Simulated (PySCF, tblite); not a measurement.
# C₇H₇O radical: geometry, infrared bands and EPR parameters

Wanted: the infrared bands and EPR parameters of C₇H₇O radical (`C=CC1=C[CH]CC1=O`), by calculation.

Computed with tblite 0.8.0 and PySCF 2.14.0, with density-fitted response routines of our own, on a single molecule in the gas phase. Atoms count from 0, in the outputs and in this text.

## (1) Starting geometry

15 atoms, charge 0, multiplicity 2; geometry from: force field or distance geometry start.

Bonds of the start (Å): C0–C1 1.35, C1–C2 1.43, C2–C3 1.35, C3–C4 1.44, C4–C5 1.48, C5–C6 1.52, C6–O7 1.23, C6–C2 1.49, C0–H8 1.08, C0–H9 1.09, C1–H10 1.09, C3–H11 1.08, C4–H12 1.08, C5–H13 1.09, C5–H14 1.09.

## (2) Relaxing the molecule with GFN2-xTB

What the job is given:

```
{"job": {"kind": "relax", "xc": "GFN2-xTB", "basis": "xTB"}, "charge": 0, "multiplicity": 2}
C      2.696700     0.272900     0.207300
C      1.711000    -0.300200    -0.515000
C      0.310600    -0.194100    -0.268400
C     -0.670900    -0.764000    -0.994500
C     -1.989200    -0.472200    -0.502700
C     -1.913800     0.427100     0.674000
C     -0.410300     0.582000     0.786500
O      0.142200     1.258200     1.657400
H      3.735800     0.121200    -0.051900
H      2.482400     0.911400     1.068900
H      2.007600    -0.929200    -1.350000
H     -0.510200    -1.414100    -1.841900
H     -2.904000    -0.842300    -0.942300
H     -2.374000     1.393300     0.478400
H     -2.318300    -0.041900     1.572300
```

On the command line:

```bash
> OMP_NUM_THREADS=1 python probes_run.py task.json out
```

One launch serves the whole session: the jobs run in the order shown.

Log:

```text
step      E/eV     max force
  0    -612.82646    4.325
  1    -613.05742    2.810
  2    -613.11550    1.464
  3    -613.14707    0.629
  4    -613.16684    0.364
  5    -613.17704    0.250
  6    -613.18006    0.164
  7    -613.18267    0.130
  8    -613.18514    0.140
  9    -613.18676    0.100
 10    -613.18745    0.054
 11    -613.18775    0.052
 12    -613.18804    0.054
 13    -613.18841    0.052
 14    -613.18878    0.045
 15    -613.18911    0.040
 16    -613.18943    0.039
 17    -613.18971    0.044
 18    -613.18995    0.041
 19    -613.19018    0.040
 20    -613.19039    0.042
 21    -613.19056    0.033
 22    -613.19068    0.028
 23    -613.19077    0.028
 24    -613.19088    0.030
 25    -613.19100    0.033
 26    -613.19108    0.032
 27    -613.19113    0.021
 28    -613.19116    0.014
 29    -613.19118    0.012
 30    -613.19119    0.009
```

Run time: 0.13 s. Hardware: 1 thread of Arm Neoverse V2, shared host.

Step by step:

```
step  energy from step 0 (eV)  largest force (eV/Å)
   0                   0.0000                4.3249
   1                  -0.2310                2.8099
   2                  -0.2890                1.4636
   3                  -0.3206                0.6288
   4                  -0.3404                0.3645
   5                  -0.3506                0.2504
   6                  -0.3536                0.1644
   7                  -0.3562                0.1299
   8                  -0.3587                0.1402
   9                  -0.3603                0.1002
  10                  -0.3610                0.0543
  11                  -0.3613                0.0521
  12                  -0.3616                0.0545
  13                  -0.3619                0.0519
  14                  -0.3623                0.0446
  15                  -0.3627                0.0404
  16                  -0.3630                0.0390
  17                  -0.3632                0.0442
  18                  -0.3635                0.0408
  19                  -0.3637                0.0397
  20                  -0.3639                0.0418
  21                  -0.3641                0.0333
  22                  -0.3642                0.0278
  23                  -0.3643                0.0277
  24                  -0.3644                0.0296
  25                  -0.3645                0.0330
  26                  -0.3646                0.0316
  27                  -0.3647                0.0207
  28                  -0.3647                0.0136
  29                  -0.3647                0.0118
  30                  -0.3647                0.0091
```

Close pairs (by a distance rule), those that changed most:

```
 bond  before (Å)  after (Å)  change (Å)
C3–C4       1.437      1.354      -0.083
C2–C3       1.347      1.419      +0.072
C2–C6       1.495      1.461      -0.034
C0–H9       1.094      1.076      -0.018
C6–O7       1.233      1.216      -0.017
C5–C6       1.516      1.528      +0.013
C1–C2       1.426      1.418      -0.008
C0–H8       1.082      1.077      -0.005
```

The final coordinates are the input of the step that follows.

## (3) Infrared spectrum with GFN2-xTB

What the job is given:

```
{"job": {"kind": "ir", "xc": "GFN2-xTB", "basis": "xTB"}, "charge": 0, "multiplicity": 2}
C      2.651830     0.284880     0.223866
C      1.688300    -0.306023    -0.506332
C      0.298401    -0.178689    -0.256366
C     -0.726947    -0.798378    -1.017278
C     -1.953441    -0.488322    -0.535275
C     -1.841760     0.408558     0.644107
C     -0.333984     0.597436     0.807870
O      0.193544     1.272286     1.671140
H      3.694354     0.153993    -0.010535
H      2.402381     0.906749     1.065704
H      1.959659    -0.929935    -1.351607
H     -0.532231    -1.431652    -1.866040
H     -2.895943    -0.826567    -0.927651
H     -2.334273     1.371148     0.489151
H     -2.274305    -0.027494     1.547332
```

Log:

```text
mode    cm-1     km/mol
  1      89.3      8.18
  2     154.2      2.45
  3     206.3      2.95
  4     244.1      0.79
  5     380.5      1.02
  6     412.3      3.39
  7     480.6      3.32
  8     524.0      1.68
  9     621.3      6.99
 10     656.7      1.96
 11     706.3      2.18
 12     706.5     17.69
 13     803.9      2.45
 14     870.8     23.02
 15     875.8      0.06
 16     894.4      0.68
 17     962.0     12.47
 18     973.7     24.58
 19    1021.0     14.80
 20    1053.5      4.55
 21    1060.6     16.56
 22    1107.2      8.40
 23    1206.6     19.69
 24    1247.3     12.70
 25    1294.9     20.49
 26    1305.9     21.59
 27    1363.1      4.51
 28    1397.7     42.18
 29    1428.6     18.97
 30    1496.5     43.38
 31    1580.3      7.99
 32    1699.2    267.88
 33    2956.6      6.79
 34    2981.9      7.54
 35    3026.0     39.82
 36    3108.2      5.57
 37    3114.9     13.39
 38    3130.1     30.26
 39    3151.5     20.38
```

It took 0.34 s on 1 thread of Arm Neoverse V2, shared host.

The strongest bands and the atoms that carry them (share of the mass-weighted mode):

```
cm⁻¹  km/mol                      atoms
 871    23.0  H8 28 %, C0 15 %, H9 11 %
 974    24.6          H10 60 %, H9 28 %
1306    21.6          H10 53 %, C2 27 %
1398    42.2         H13 43 %, H14 43 %
1496    43.4  C4 36 %, C3 26 %, C0 13 %
1699   267.9           C6 63 %, O7 34 %
3026    39.8                   H10 92 %
3130    30.3         H12 70 %, H11 22 %
```

## (4) g tensor and hyperfine couplings: B3LYP/pcH-1

The job, as its differences from that of step 3:

```diff
@@ -1,2 +1,2 @@
-{"job": {"kind": "ir", "xc": "GFN2-xTB", "basis": "xTB"}, "charge": 0, "multiplicity": 2}
+{"job": {"kind": "epr", "basis": "pcH-1"}, "charge": 0, "multiplicity": 2}
 C      2.651830     0.284880     0.223866
```

Level: UKS B3LYP, pcH-1 on C H O, non-relativistic, mean-field spin-orbit, GIAO.

Log:

```text
UKS, coarse grid
  cycle   1  E = -345.99404955  |g| = 6.09e-01
  cycle   2  E = -344.88358541  |g| = 1.58e+00
  cycle   3  E = -346.08932897  |g| = 3.20e-01
  cycle   4  E = -346.14374218  |g| = 7.10e-02
  cycle   5  E = -346.14630389  |g| = 2.83e-02
  cycle   6  E = -346.14676959  |g| = 1.29e-02
  cycle   7  E = -346.14692630  |g| = 5.89e-03
  cycle   8  E = -346.14697161  |g| = 4.69e-03
  cycle   9  E = -346.14699432  |g| = 1.25e-03
  cycle  10  E = -346.14699660  |g| = 8.37e-04
UKS, final grid
  cycle   1  E = -346.14698119  |g| = 1.32e-03
  cycle   2  E = -346.14697913  |g| = 2.56e-03
  cycle   3  E = -346.14698202  |g| = 3.50e-04
  cycle   4  E = -346.14698207  |g| = 7.89e-05
  cycle   5  E = -346.14698208  |g| = 7.52e-05
  cycle   6  E = -346.14698208  |g| = 1.58e-05
E = -346.14698208 Eh   <S^2> = 0.7827 (exact 0.7500)
g shifts (ppm)      1          2          3
  rmc          -169       -169       -169
  gc             -7         31         33
  oz_so          -6       1269       2703
  total        -182       1130       2566
hyperfine (MHz)  atom isotope    a_iso     a_fc   dipolar eigenvalues
    0   13C      31.24      31.24    -30.37    -28.72     59.09
    1   13C     -32.32     -32.32    -21.22      8.96     12.27
    2   13C      41.63      41.63    -36.45    -36.01     72.46
    3   13C     -32.77     -32.77    -20.40      9.45     10.94
    4   13C      36.60      36.60    -35.18    -33.59     68.77
    5   13C     -12.73     -12.73     -0.25     -0.23      0.48
    6   13C     -18.76     -18.76     -1.81     -0.88      2.69
    7   17O     -10.93     -10.93    -50.34     25.09     25.25
    8    1H     -24.78     -24.78    -14.84     -0.60     15.44
    9    1H     -24.23     -24.23    -10.96     -2.03     12.99
   10    1H       8.58       8.58     -3.35     -1.20      4.55
   11    1H       7.84       7.84     -3.30     -0.50      3.81
   12    1H     -29.21     -29.21    -17.19     -0.45     17.64
   13    1H      11.55      11.55     -3.22     -0.20      3.42
   14    1H      11.50      11.50     -3.22     -0.20      3.42
```

Wall time 63 s (1 thread of Arm Neoverse V2, shared host); peak memory 0.97 GiB.

Principal g values 2.00214, 2.00345, 2.00489; g(iso) = 2.00349, against 2.00232 for a free electron.

Mean a(iso) over the nuclei that a row names, and the largest dipolar term of the row (other rows stand at the frozen geometry):

```
  nuclei  isotope  a(iso) (MHz)  a(iso) (G, at g = 2.0023)  largest dipolar term (MHz)
      C2      13C          41.6                       14.9                        72.5
      C4      13C          36.6                       13.1                        68.8
      C3      13C         -32.8                      -11.7                       -20.4
      C1      13C         -32.3                      -11.5                       -21.2
      C0      13C          31.2                       11.1                        59.1
     H12       1H         -29.2                      -10.4                        17.6
      H8       1H         -24.8                       -8.8                        15.4
      H9       1H         -24.2                       -8.6                        13.0
      C6      13C         -18.8                       -6.7                         2.7
      C5      13C         -12.7                       -4.5                         0.5
H13, H14       1H          11.5                        4.1                         3.4
      O7      17O         -10.9                       -3.9                       -50.3
     H10       1H           8.6                        3.1                         4.6
     H11       1H           7.8                        2.8                         3.8
```

Mulliken spin populations:

C0 0.40; C1 -0.18; C2 0.46; C3 -0.18; C4 0.44; C5 -0.03; C6 -0.03; O7 0.16; H8 -0.02; H9 -0.02; H10 0.01; H11 0.01; H12 -0.02; H13 0.00; H14 0.00

In first order the couplings over 0.8 MHz of 1H give 96 distinct lines over 42.0 G, if the averaged nuclei exchange fast.

Orbitals, density, ELF and potential are computed afterwards from the orbital file.

ELF in a plane through or near 13 of the atoms.

Ten even steps from ' ' (0.00) to '@' (1.00):
```
                                                        
                                                        
                                                        
                      ..--==++==                        
                      ==##%%%%##                        
              ####..  ##%%==%%**                        
            ::@@@@##  ++%%::##==  ::----..              
          ..::@@@@@@--  ==**----##==****--              
      --%%%%##++++##::  --##::==%%**..++::              
      %%@@@@@@::++**==--++%%%%==++**##++..              
      %%@@@@@@**##%%..##--##==::--++==**==::            
      ==@@@@##::==--**++**==@@++%%::++%%@@@@++          
                ##@@@@**..++++##++##**@@@@@@@@..        
              ++@@@@@@##  ==%%@@**::..##@@@@**          
              ++@@@@@@++  ##@@@@%%..  ..++++..          
                ==**==    %%@@@@@@..                    
                          ==@@@@**                      
                              ..                        
                                                        
                                                        
```
The map spans 12.6 Å across and 9.9 Å up, centred on the molecule. Atoms in the plane (x, y in Å): C0 (-2.7, 0.3), C1 (-1.7, -0.6), C2 (-0.3, -0.3), C3 (0.7, -1.3), C4 (2.0, -0.7), C5 (1.8, 0.8), C6 (0.3, 1.0), O7 (-0.2, 2.1), H8 (-3.7, 0.0), H9 (-2.4, 1.4), H10 (-1.9, -1.7), H11 (0.6, -2.3), H12 (2.9, -1.2).

log10 of the density (e/Å³) in the same plane.

Ten even steps from '0' (-4.0) to '9' (2.0):
```
0000000000000000000000000000
0000000000000000000000000000
0000000000012222000000000000
0000000011234444211100000000
0000001222345655322221000000
0000112344457876444332100000
0001123555457876555543210000
0002334676556777666653210000
0013456676545687687653210000
0013466786656766676653210000
0013466667777966677654320000
0012445567976776678664321000
0001233456665669766665321000
0000112456654567655554310000
0000001345544567544333210000
0000001233333455432221000000
0000000112212334321100000000
0000000000001122110000000000
0000000000000000000000000000
0000000000000000000000000000
```
The map spans 12.6 Å across and 9.9 Å up, centred on the molecule. Atoms in the plane (x, y in Å): C0 (-2.7, 0.3), C1 (-1.7, -0.6), C2 (-0.3, -0.3), C3 (0.7, -1.3), C4 (2.0, -0.7), C5 (1.8, 0.8), C6 (0.3, 1.0), O7 (-0.2, 2.1), H8 (-3.7, 0.0), H9 (-2.4, 1.4), H10 (-1.9, -1.7), H11 (0.6, -2.3), H12 (2.9, -1.2).

On the surface of density 0.002 e/bohr³ the electrostatic potential runs, from the 1st to the 99th percentile, from -1.73 V near O7 to 1.18 V near H11.

The spin density lies nearest to C2, C4 about 22 % each; C0 18 %; O7 10 %; C1, C3 about 6 % each (beta excess).

## (5) What came out

| quantity | value |
| --- | --- |
| strongest single infrared mode (GFN2-xTB) | 1699 cm⁻¹, 268 km/mol |
| zero-point energy (GFN2-xTB) | 71.9 kcal/mol |
| g(iso) (B3LYP) | 2.00349 |
| ⟨S²⟩ | 0.783 (exact 0.75) |
| largest a(iso) (averaged by class) | 13C on C2, 41.6 MHz |
| surface potential, 1st and 99th percentile | -1.73 V and 1.18 V |

What this shows: The optimisation took 30 steps and gained 0.365 eV; among the close pairs (by a distance rule), C3–C4 changed most, from 1.437 to 1.354 Å. All 39 modes are real, so the xTB geometry is a minimum. The strongest single mode, at 1699 cm⁻¹, moves mainly C6 and O7. GFN2-xTB is a fitted tight-binding method: band positions and strengths are rough. Its intensities can rank the bands wrongly. The largest spin populations lie on C2 (0.46 e), C4 (0.44 e), C0 (0.40 e). The isotropic g lies 1.2 ppt above the free-electron value.
